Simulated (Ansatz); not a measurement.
# AsH₂OSi− (SMILES O=[Si-][AsH2]): a rigid scan of the angle H4–As3–Si2

The task here is to estimate one member of a computed series from the others.

Method: single points in def2-TZVPPD; program: Ansatz 0.2.0, Gaussian basis.

Levels: PBE-D4, r2SCAN-D4, PBE0-D4, B3LYP-D4, wB97M-V, Hartree-Fock, MP2, CCSD, CCSD(T). The scan takes 67.7, 73.7, 79.7, 85.7, 91.7, 97.7, 103.7, 109.7, 115.7°.

Correlated methods freeze the cores. Filled d shells of the heavier atoms are correlated. B3LYP uses VWN-RPA correlation.

183 further runs of the same task are left out: 183 set aside as unsound or not needed.

## The starting structure

The minimum, relaxed at PBE0-D4: SMILES `O=[Si-][AsH2]`, 5 atoms, charge -1, spin multiplicity 1.

Atoms are counted from 1 here; the program's logs count them from 0.

Bond lengths: O1–Si2 1.550 Å, As3–H4 1.526 Å, As3–H5 1.532 Å. Angles: H4–As3–H5 92.1°.

Coordinates:

```xyz
5
AsH2OSi
O    -0.4466   -1.7641    1.5114
Si    0.4388   -0.4931    1.4463
As    0.4155    0.1851   -1.0773
H    -1.0954    0.4008   -1.0536
H     0.6877    1.6713   -0.8268
```

Energies of the minimum (eV), from earlier single points: PBE-D4 -70786.30095, r2SCAN-D4 -70799.38225, PBE0-D4 -70788.45236, B3LYP-D4 -70803.40635, wB97M-V -70796.79724, CCSD(T) -70747.30492.

At the minimum the angle H4–As3–Si2 is 91.7°.

Set-up of the first run:

Input file pbe-tzvppd/in.yaml:

```yaml
crystal:
  periodic: [false, false, false]
  atoms:
    - {symbol: O, position_ang: [-0.446613, -1.764090, 1.511420]}
    - {symbol: Si, position_ang: [0.438792, -0.493136, 1.446348]}
    - {symbol: As, position_ang: [0.415544, 0.185072, -1.077335]}
    - {symbol: H, position_ang: [-0.977496, 0.223276, -0.454445]}
    - {symbol: H, position_ang: [0.687652, 1.671328, -0.826804]}
basis:
  gaussian: {orbitals: "def2-TZVPPD.json"}
total_charge: -1
hamiltonian: {xc: pbe, dispersion: d4}
output: {forces: true}
```

r2scan-tzvppd/in.yaml, as changes to pbe-tzvppd/in.yaml:

```diff
-hamiltonian: {xc: pbe, dispersion: d4}
+hamiltonian: {xc: r2scan, dispersion: d4}
```

pbe0-tzvppd/in.yaml:

```diff
-hamiltonian: {xc: pbe, dispersion: d4}
-output: {forces: true}
+hamiltonian: {xc: pbe0, dispersion: d4}
+output: {forces: true, orbitals: {seedname: orbitals}}
```

b3lyp-tzvppd/in.yaml:

```diff
-hamiltonian: {xc: pbe, dispersion: d4}
+hamiltonian: {xc: {name: B3LYP}, dispersion: d4}
```

wb97mv-tzvppd/in.yaml:

```diff
-hamiltonian: {xc: pbe, dispersion: d4}
-output: {forces: true}
+hamiltonian: {xc: {name: wB97M-V}}
```

ccsdt-tzvppd/in.yaml:

```diff
-hamiltonian: {xc: pbe, dispersion: d4}
-output: {forces: true}
+correlation: {method: ccsd_t}
```

The basis file named in the input lies beside it (Basis Set Exchange, JSON).

Each run has its own folder and the same command.

Launch:

```
$ ansatz run in.yaml --threads 2 --pin off --events-out ev --progress --plain --max-ram 4352MiB
```

Steps of the session up to this table: H4–As3–Si2 = 67.7°; H4–As3–Si2 = 73.7°; H4–As3–Si2 = 79.7°; H4–As3–Si2 = 85.7°; H4–As3–Si2 = 91.7°; H4–As3–Si2 = 97.7°; H4–As3–Si2 = 103.7°; H4–As3–Si2 = 109.7°; H4–As3–Si2 = 115.7°.

One table of the session follows, with a row left open; its other results are not shown here.

Energies less that of the minimum at the same level (meV):

```
     angle (°)  PBE-D4  PBE0-D4  B3LYP-D4  wB97M-V  Hartree-Fock
          67.7      97      105       123       99           180
          73.7      52       58        69       54           109
          79.7       ?        ?         ?        ?             ?
          85.7       5        6         9        6            19
          91.7       0        0         0        0             0
91.7 (minimum)       0        0         0        0             0
          97.7       6        6         4        6            -3
         103.7      23       23        20       22            10
         109.7      48       51        46       48            39
         115.7      82       88        83       85            81
```

Estimate the missing values for angle (°) = 79.7.

Worked estimate for «PBE-D4». A straight line through the neighbours (73.7, 52) and (85.7, 5) gives 52 + (5 − 52) × (79.7 − 73.7) / (85.7 − 73.7) = 28; a parabola fitted to 4 rows on both sides gives 22.

The run gave: PBE-D4: 22; PBE0-D4: 25; B3LYP-D4: 32; wB97M-V: 23; Hartree-Fock: 55. In «PBE-D4» the line misses by +6 and the parabola by +0.
